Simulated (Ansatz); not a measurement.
# GaPH+ (triplet): the correlation ladder, cc-pVDZ

One table from this session's results is given with a row withheld; the runs are named, their logs left out.

Computed with Ansatz 0.2.0, Gaussian basis. Level: cc-pVDZ, core rule «outside noble gas», up to 19 orbitals frozen.

To be run: UHF; CCSD(T) on ROHF; CCSD(T) on UHF; BCCD(T) on ROHF; CISD; CCSDT(Q) on ROHF; CCSDT(Q) on UHF.

27 further runs of the same task are left out: 7 for a known fault of the program, 8 that didn't finish, 12 set aside as unsound or not needed.

**The geometry**

The geometry is a PBE0/def2-TZVP stationary point (not a proven minimum) of the parent state, kept for this charge and spin. No spin-orbit coupling is included. The filled d shell of Ga may be among the frozen orbitals whatever the setting's name suggests; the logs give the count.

3 atoms, charge 1, spin multiplicity 3.

Atoms are counted from 1 here; the program's logs count them from 0.

Bond lengths: P1–Ga2 2.128 Å, Ga2–H3 1.551 Å. Angles: P1–Ga2–H3 180.0°.

The first run:

Contents of in.yaml:

```yaml
crystal:
  periodic: [false, false, false]
  atoms:
    - {symbol: P, position_ang: [0.000000, 0.000000, 1.935800]}
    - {symbol: Ga, position_ang: [0.000000, 0.000000, -0.192200]}
    - {symbol: H, position_ang: [0.000000, 0.000000, -1.743600]}
basis:
  gaussian: {orbitals: cc-pVDZ}
total_charge: 1
magnetization: {spin_polarized: true, initial_magnetization: 2}
hamiltonian: {xc: hf}
output: {orbitals: {seedname: orbitals}}
```

On the command line:

```bash
ansatz run in.yaml --threads 1 --pin off --events-out ev --progress --plain --max-ram 2393MiB
```

Among the steps run: UHF; CCSD(T) on ROHF; CCSD(T) on UHF; BCCD(T) on ROHF; CISD; CCSDT(Q) on ROHF; CCSDT(Q) on UHF.

One table of the session follows, with a row left open; its other results are not shown here.

```
   method  from UCCSDT(Q) (meV)
     ROHF               +4138.2
      UHF               +4005.6
     RMP2                +925.7
     UMP2                +953.7
    RCCSD                +145.0
    UCCSD                +140.4
 RCCSD(T)                 +35.5
 UCCSD(T)                 +34.6
  BCCD(T)                 +35.2
   RCCSDT                  +7.7
   UCCSDT                  +6.5
RCCSDT(Q)                     ?
UCCSDT(Q)                     0
```

Q: Estimate the row for RCCSDT(Q) from the others.

**Answer.** from UCCSDT(Q) (meV): +1.2. In the column «from UCCSDT(Q) (meV)» it lies between UCCSDT(Q) (0) and UCCSDT (+6.5).

Not comparable, so not listed: CISD (they don't share determinant, frozen orbitals or solution with the rows shown, or repeat one).

Caveats from the session: Restricted and unrestricted rows rest on different reference determinants; where their highest levels disagree by more than a few hundredths of an eV, they describe different states and don't form one ladder.
